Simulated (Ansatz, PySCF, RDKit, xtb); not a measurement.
# C3H10BN: ranking a sample of isomers

Which of a sample of isomers of C3H10BN is the most stable in the gas at 298.15 K, and what are its properties? The sample is small against all isomers, and the most stable one of this formula need not be in it.

The funnel: GFN2-xTB relaxations, single points with a density functional, relaxations at B3LYP/def2-SVP, harmonic vibrations (at GFN2-xTB), and a last energy at a higher level. All values are calculated.

## Step 1: Candidates

Isomers were taken from a list of plausible structures; this is a sample, not all of them. That gives 4 candidates.

```csv
label,SMILES,spin
c512,BC(C)(C)N,singlet
c695,BC[C@@H](C)N,singlet
c746,B[C@@H](C)CN,singlet
c812,BCCCN,singlet
```

Candidates are built by distance geometry, with a force field where one applies, in up to four conformers (letters a to d).

Q: Predict the outcome of this search (final energies at CCSD(T)/def2-SVP + MP2/def2-TZVPP - MP2/def2-SVP).

| quantity | value |
| --- | --- |
| lowest structure found | CC1(C)[BH2-][NH2+]1, singlet |
| next finalist | BC[C@@H](C)N, singlet, 11.6 kcal/mol higher in G |
| share at equilibrium, among the finalists | 100.0 % |
| dipole moment (PBE0/def2-SVPD) | 3.35 D |
| HOMO energy (PBE0/def2-SVPD) | -7.16 eV |
| LUMO energy (PBE0/def2-SVPD) | 0.28 eV |
| HOMO–LUMO gap (PBE0/def2-SVPD) | 7.44 eV |
| lowest excitation (TD-PBE0/def2-SVPD) | 6.26 eV (f = 0.040) |
| strongest of the states computed, same level | 8.20 eV (f = 0.050) |
| lowest triplet excitation, same level, Tamm-Dancoff | 6.12 eV |
| vertical ionisation energy | 9.21 eV |
| vertical electron affinity | -1.39 eV (unbound: the value depends on the basis) |
| vertical triplet less singlet | +6.24 eV |

The lowest structure found is `CC1(C)[BH2-][NH2+]1`. Among the finalists first place is clear (11.6 kcal/mol); structures outside the list aren't covered. B3LYP/def2-SVP, HF/def2-SVP and MP2/def2-SVP already put its bonding pattern lowest among the structures in one piece. 4 minima inside the window were never screened. Lowest found is not proven lowest: the search is finite, and each finalist counts with one conformer. Only 4 drawn patterns were tried, so whole families of isomers are missing, and the result ranks this sample alone.
